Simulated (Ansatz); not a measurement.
# Cl2H4SiZn: the cost of one run

Method: RKS B3LYP-D4/def2-SVP, in Ansatz 0.2.0.

### 1 The structure to begin with

Bond lengths: Zn1–Si2 2.725 Å, Zn1–Cl3 2.158 Å, Zn1–Cl5 2.620 Å, Si2–H6 1.466 Å, Si2–H7 1.460 Å, Si2–H8 1.459 Å. Angles: Zn1–Si2–H6 96.0°, Zn1–Si2–H7 123.3°, Zn1–Si2–H8 112.6°, H6–Si2–H7 105.6°, H6–Si2–H8 106.6°, H7–Si2–H8 110.2°, Si2–Zn1–Cl3 166.6°, Si2–Zn1–Cl5 85.4°, Cl3–Zn1–Cl5 108.0°.

Structure file:

```xyz
8

Zn   -0.5226   -1.2627   -0.7176
Si    0.8185    0.5376    0.8279
Cl   -1.3064   -3.0242   -1.6869
H    -0.5848    0.7157   -0.4006
Cl   -1.8916    0.8036   -1.5672
H     1.9291   -0.3547    1.1753
H     1.4377    1.7479    0.2951
H     0.1199    0.8368    2.0738
```

### 2 Pulling towards end A

Springs on the bonds that form and break draw the guess towards this end; the thresholds are loose.

Contents of input.yaml:

```yaml
crystal:
  periodic: [false, false, false]
  atoms:
    - { symbol: Zn, position_ang: [-0.5226, -1.2627, -0.7176] }
    - { symbol: Si, position_ang: [0.8185, 0.5376, 0.8279] }
    - { symbol: Cl, position_ang: [-1.3064, -3.0242, -1.6869] }
    - { symbol: H, position_ang: [-0.5848, 0.7157, -0.4006] }
    - { symbol: Cl, position_ang: [-1.8916, 0.8036, -1.5672] }
    - { symbol: H, position_ang: [1.9291, -0.3547, 1.1753] }
    - { symbol: H, position_ang: [1.4377, 1.7479, 0.2951] }
    - { symbol: H, position_ang: [0.1199, 0.8368, 2.0738] }
basis:
  gaussian: { orbitals: def2-SVP }
hamiltonian:
  xc: b3lyp
  dispersion: d4
relax:
  f_tol: 0.15
  max_steps: 25
  restrain:
    - { distance: [0, 4], at: 3.54, k: 30.0 }
    - { distance: [3, 1], at: 2.72, k: 30.0 }
    - { distance: [0, 1], at: 2.33, k: 30.0 }
    - { distance: [3, 4], at: 1.33, k: 30.0 }
```

Command:

```
$ ansatz run input.yaml --threads 2 --pin off --max-ram 3072MiB --backend cpu --events-out ev --progress --plain --runs-dir out
```

What time and memory should one allow on 2 threads of Arm Neoverse V2, shared host?

About 32 s, with a peak of 0.25 GiB.
